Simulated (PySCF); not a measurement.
**Copper: the same states on changed settings**

Aim: see what changed settings do to total energies and their difference. The change: radial step 0.3 in ln r (0.13 in the sound run), unsound on purpose. A sound run of the same states serves as the yardstick.

The numbers are computed with PySCF 2.14.0 (unrestricted determinants in a Gaussian basis, no spin-orbit coupling in the energies), except any that are marked as measured or tabulated.

## 1. Starting point

```
Element     : copper (Z = 29)
Basis       : def2-TZVP
Hamiltonian : no relativity, point nucleus
State 1     : Cu: [Ar] 3d10 4s1, 2S determinant
State 2     : Cu⁺: [Ar] 3d10, closed-shell 1S
Methods     : PBE0, TPSS
```

Outer shells as boxes (Hund's rule):

Cu [Ar] 3d10 4s1
```
[Ar] core
3d [↑↓][↑↓][↑↓][↑↓][↑↓]
4s [↑ ]
```

Cu+ [Ar] 3d10
```
[Ar] core
3d [↑↓][↑↓][↑↓][↑↓][↑↓]
```

The sound run (def2-TZVP, the non-relativistic Hamiltonian (point nucleus), symmetry-adapted start, fine grid, valence correlation) gave:

```csv
species,method,energy (hartree)
Cu,UHF,-1638.92308
Cu,PBE0,-1640.24417
Cu,TPSS,-1640.51821
Cu,MP2 (valence),-1639.32492
Cu,CCSD(T) (valence),-1639.28414
Cu⁺,UHF,-1638.68636
Cu⁺,PBE0,-1639.95860
Cu⁺,TPSS,-1640.22599
Cu⁺,MP2 (valence),-1639.06177
Cu⁺,CCSD(T) (valence),-1639.02111
```

The runs were made by one driver on top of PySCF. The scripts below sum up each run's settings (the driver also hands on starting orbitals that pick excited configurations, and frozen orbitals as a list rather than a count), and the logs come from the driver's own runs. The driver starts from symmetry-adapted Hartree-Fock orbitals, holds the occupation by maximum overlap and uses a logarithmic radial grid for functionals, so a plain start would take other cycles.

The driver's launch:

```bash
$ OMP_NUM_THREADS=1 python atomrun2.py TASK.json OUT
```

The integrals over 45 functions and the set-up took 0.08 s of CPU time.

The grid is set inside the driver, so the scripts do not show it: radial step 0.3 in ln r (0.13 in the sound run).

## 2. Changed run, Cu: the ladder of methods

#### PBE0

The input, input.py:

```python
from pyscf import gto, scf, dft, mp, cc
import basis_set_exchange as bse
mol = gto.M(atom="Cu 0 0 0", charge=0, spin=1, symmetry="D2h",
            basis=gto.basis.parse(bse.get_basis("def2-TZVP", elements=["Cu"], fmt="nwchem", header=False)))
mf = dft.UKS(mol, xc="PBE0")
mf.irrep_nelec = {'Ag': (6, 5), 'B1g': (1, 1), 'B2g': (1, 1), 'B3g': (1, 1), 'B1u': (2, 2), 'B2u': (2, 2), 'B3u': (2, 2)}
mf.kernel()
```

What it wrote:

```text
damping factor = 0
level_shift factor = 0
DIIS = <class 'pyscf.scf.diis.CDIIS'>
diis_start_cycle = 1
diis_space = 10
diis_damp = 0
SCF conv_tol = 1e-09
SCF conv_tol_grad = None
number electrons alpha = 15  beta = 14
XC functionals = PBE0
    C. Adamo and V. Barone.,  J. Chem. Phys. 110, 6158 (1999)
    M. Ernzerhof and G. E. Scuseria.,  J. Chem. Phys. 110, 5029 (1999)
cycle= 1 E= -1640.22449150794  delta_E= 0.00231  |g|= 0.333  |ddm|= 0.266
cycle= 2 E= -1640.1424333356  delta_E= 0.0821  |g|= 0.814  |ddm|= 0.36
cycle= 3 E= -1640.24257929461  delta_E= -0.1  |g|= 0.0253  |ddm|= 0.203
cycle= 4 E= -1640.24271807429  delta_E= -0.000139  |g|= 0.00538  |ddm|= 0.0104
cycle= 5 E= -1640.24272263493  delta_E= -4.56e-06  |g|= 9.18e-05  |ddm|= 0.00425
cycle= 6 E= -1640.24272264437  delta_E= -9.44e-09  |g|= 3.05e-05  |ddm|= 0.000356
cycle= 7 E= -1640.24272264474  delta_E= -3.68e-10  |g|= 3.37e-06  |ddm|= 2.91e-05
converged SCF energy = -1640.24272264474  <S^2> = 0.75215509  2S+1 = 2.0021539
```

Time after the integrals: 0.32 s (1 thread of Neoverse-V1, shared host).

Orbital energies by shell (radii are means over both spins):

```csv
shell,electrons,mean orbital energy (eV),spread (eV),rms radius (bohr)
1s α,1,-8797.5,0,0.0612
1s β,1,-8797.5,0,0.0612
2s β,1,-1058.4,0,0.259
2s α,1,-1058.3,0,0.259
2p β,3,-926.86,0,0.230
2p α,3,-926.83,0,0.230
3s β,1,-117.47,0,0.776
3s α,1,-117.46,0,0.776
3p β,3,-76.109,0,0.821
3p α,3,-76.059,0,0.821
3d α,5,-7.334,0,1.21
3d β,5,-7.258,0,1.21
4s α,1,-5.390,0,3.27
```

⟨S²⟩ = 0.752, ⟨L²⟩ = 0.00.

#### TPSS

input.py, as changed from the run before:

```diff
@@ -4,3 +4,3 @@
             basis=gto.basis.parse(bse.get_basis("def2-TZVP", elements=["Cu"], fmt="nwchem", header=False)))
-mf = dft.UKS(mol, xc="PBE0")
+mf = dft.UKS(mol, xc="TPSS")
 mf.irrep_nelec = {'Ag': (6, 5), 'B1g': (1, 1), 'B2g': (1, 1), 'B3g': (1, 1), 'B1u': (2, 2), 'B2u': (2, 2), 'B3u': (2, 2)}
```

What it wrote:

```text
damping factor = 0
level_shift factor = 0
DIIS = <class 'pyscf.scf.diis.CDIIS'>
diis_start_cycle = 1
diis_space = 10
diis_damp = 0
SCF conv_tol = 1e-09
SCF conv_tol_grad = None
number electrons alpha = 15  beta = 14
XC functionals = TPSS
    J. Tao, J. P. Perdew, V. N. Staroverov, and G. E. Scuseria.,  Phys. Rev. Lett. 91, 146401 (2003)
    J. P. Perdew, J. Tao, V. N. Staroverov, and G. E. Scuseria.,  J. Chem. Phys. 120, 6898 (2004)
    J. Tao, J. P. Perdew, V. N. Staroverov, and G. E. Scuseria.,  Phys. Rev. Lett. 91, 146401 (2003)
    J. P. Perdew, J. Tao, V. N. Staroverov, and G. E. Scuseria.,  J. Chem. Phys. 120, 6898 (2004)
cycle= 1 E= -1640.41739862696  delta_E= 0.0658  |g|= 0.737  |ddm|= 0.448
cycle= 2 E= -1639.88478743958  delta_E= 0.533  |g|=    2  |ddm|= 0.85
cycle= 3 E= -1640.50702972704  delta_E= -0.622  |g|= 0.158  |ddm|= 0.521
cycle= 4 E= -1640.51234803814  delta_E= -0.00532  |g|= 0.0373  |ddm|= 0.109
cycle= 5 E= -1640.51260544107  delta_E= -0.000257  |g|= 0.00116  |ddm|= 0.0155
cycle= 6 E= -1640.51260569186  delta_E= -2.51e-07  |g|= 8.83e-05  |ddm|= 0.000636
cycle= 7 E= -1640.51260569358  delta_E= -1.72e-09  |g|= 4.8e-06  |ddm|= 3.69e-05
cycle= 8 E= -1640.51260569358  delta_E= -6.82e-13  |g|= 3.96e-07  |ddm|= 2.1e-06
converged SCF energy = -1640.51260569358  <S^2> = 0.7538777  2S+1 = 2.0038739
```

It took 0.67 s on 1 thread of Neoverse-V1, shared host, the integrals not counted.

## 3. Changed run, Cu⁺: the ladder of methods

#### PBE0

The input, input.py:

```python
from pyscf import gto, scf, dft, mp, cc
import basis_set_exchange as bse
mol = gto.M(atom="Cu 0 0 0", charge=1, spin=0, symmetry="D2h",
            basis=gto.basis.parse(bse.get_basis("def2-TZVP", elements=["Cu"], fmt="nwchem", header=False)))
mf = dft.UKS(mol, xc="PBE0")
mf.irrep_nelec = {'Ag': (5, 5), 'B1g': (1, 1), 'B2g': (1, 1), 'B3g': (1, 1), 'B1u': (2, 2), 'B2u': (2, 2), 'B3u': (2, 2)}
mf.kernel()
```

What it wrote:

```text
damping factor = 0
level_shift factor = 0
DIIS = <class 'pyscf.scf.diis.CDIIS'>
diis_start_cycle = 1
diis_space = 10
diis_damp = 0
SCF conv_tol = 1e-09
SCF conv_tol_grad = None
number electrons alpha = 14  beta = 14
XC functionals = PBE0
    C. Adamo and V. Barone.,  J. Chem. Phys. 110, 6158 (1999)
    M. Ernzerhof and G. E. Scuseria.,  J. Chem. Phys. 110, 5029 (1999)
cycle= 1 E= -1639.9476475226  delta_E= 0.000212  |g|= 0.247  |ddm|= 0.142
cycle= 2 E= -1639.91249345297  delta_E= 0.0352  |g|= 0.556  |ddm|= 0.181
cycle= 3 E= -1639.95715764063  delta_E= -0.0447  |g|= 0.0181  |ddm|= 0.12
cycle= 4 E= -1639.95721335394  delta_E= -5.57e-05  |g|= 0.000678  |ddm|= 0.00479
cycle= 5 E= -1639.95721342033  delta_E= -6.64e-08  |g|= 2.97e-05  |ddm|= 0.000144
cycle= 6 E= -1639.95721342046  delta_E= -1.3e-10  |g|= 4.49e-07  |ddm|= 6.95e-06
converged SCF energy = -1639.95721342046  <S^2> = -1.7763568e-15  2S+1 = 1
```

It took 0.28 s on 1 thread of Neoverse-V1, shared host, the integrals not counted.

The occupied shells:

```csv
shell,electrons,mean orbital energy (eV),spread (eV),rms radius (bohr)
1s,2,-8806.2,0,0.0612
2s,2,-1066.8,0,0.259
2p,6,-935.32,0,0.230
3s,2,-126.09,0,0.777
3p,6,-84.766,0,0.822
3d,10,-15.976,0,1.17
```

⟨S²⟩ = 0.000, ⟨L²⟩ = 0.00.

#### TPSS

input.py, as changed from the run before:

```diff
@@ -4,3 +4,3 @@
             basis=gto.basis.parse(bse.get_basis("def2-TZVP", elements=["Cu"], fmt="nwchem", header=False)))
-mf = dft.UKS(mol, xc="PBE0")
+mf = dft.UKS(mol, xc="TPSS")
 mf.irrep_nelec = {'Ag': (5, 5), 'B1g': (1, 1), 'B2g': (1, 1), 'B3g': (1, 1), 'B1u': (2, 2), 'B2u': (2, 2), 'B3u': (2, 2)}
```

What it wrote:

```text
damping factor = 0
level_shift factor = 0
DIIS = <class 'pyscf.scf.diis.CDIIS'>
diis_start_cycle = 1
diis_space = 10
diis_damp = 0
SCF conv_tol = 1e-09
SCF conv_tol_grad = None
number electrons alpha = 14  beta = 14
XC functionals = TPSS
    J. Tao, J. P. Perdew, V. N. Staroverov, and G. E. Scuseria.,  Phys. Rev. Lett. 91, 146401 (2003)
    J. P. Perdew, J. Tao, V. N. Staroverov, and G. E. Scuseria.,  J. Chem. Phys. 120, 6898 (2004)
    J. Tao, J. P. Perdew, V. N. Staroverov, and G. E. Scuseria.,  Phys. Rev. Lett. 91, 146401 (2003)
    J. P. Perdew, J. Tao, V. N. Staroverov, and G. E. Scuseria.,  J. Chem. Phys. 120, 6898 (2004)
cycle= 1 E= -1640.18117168473  delta_E= 0.0227  |g|= 0.483  |ddm|= 0.231
cycle= 2 E= -1639.98206849195  delta_E= 0.199  |g|= 1.26  |ddm|= 0.404
cycle= 3 E= -1640.21942560336  delta_E= -0.237  |g|= 0.0691  |ddm|= 0.271
cycle= 4 E= -1640.22031662363  delta_E= -0.000891  |g|= 0.00648  |ddm|= 0.0211
cycle= 5 E= -1640.22032354283  delta_E= -6.92e-06  |g|= 0.000272  |ddm|= 0.00153
cycle= 6 E= -1640.22032355518  delta_E= -1.24e-08  |g|= 6.62e-08  |ddm|= 6.81e-05
cycle= 7 E= -1640.22032355518  delta_E= -1.82e-12  |g|= 4.98e-08  |ddm|= 7.67e-08
converged SCF energy = -1640.22032355518  <S^2> = 0  2S+1 = 1
```

Time after the integrals: 0.59 s (1 thread of Neoverse-V1, shared host).

## 4. What moved

```csv
species,method,converged,energy less sound run (eV)
Cu,PBE0,yes,+0.0395
Cu,TPSS,yes,+0.1524
Cu⁺,PBE0,yes,+0.0377
Cu⁺,TPSS,yes,+0.1541
```

Ionisation energy of Cu:

```csv
method,sound run (eV),changed run (eV),shift (eV)
UHF,6.442,6.442,+0.000
PBE0,7.771,7.769,-0.002
TPSS,7.952,7.953,+0.002
```

## 5. Results

| quantity | value |
| --- | --- |
| change | radial step 0.3 in ln r (0.13 in the sound run) |
| runs converged | 4 of 4 |
| largest shift of a converged total energy | 0.154 eV |
| largest shift of the ionisation energy | -0.002 eV (PBE0) |

What this shows: The difference hardly moves. A coarse radial grid mis-integrates the density and the exchange-correlation energy, with errors of either sign; Hartree-Fock needs no grid. The setting is unsound on purpose, so these numbers are no properties of the atom.
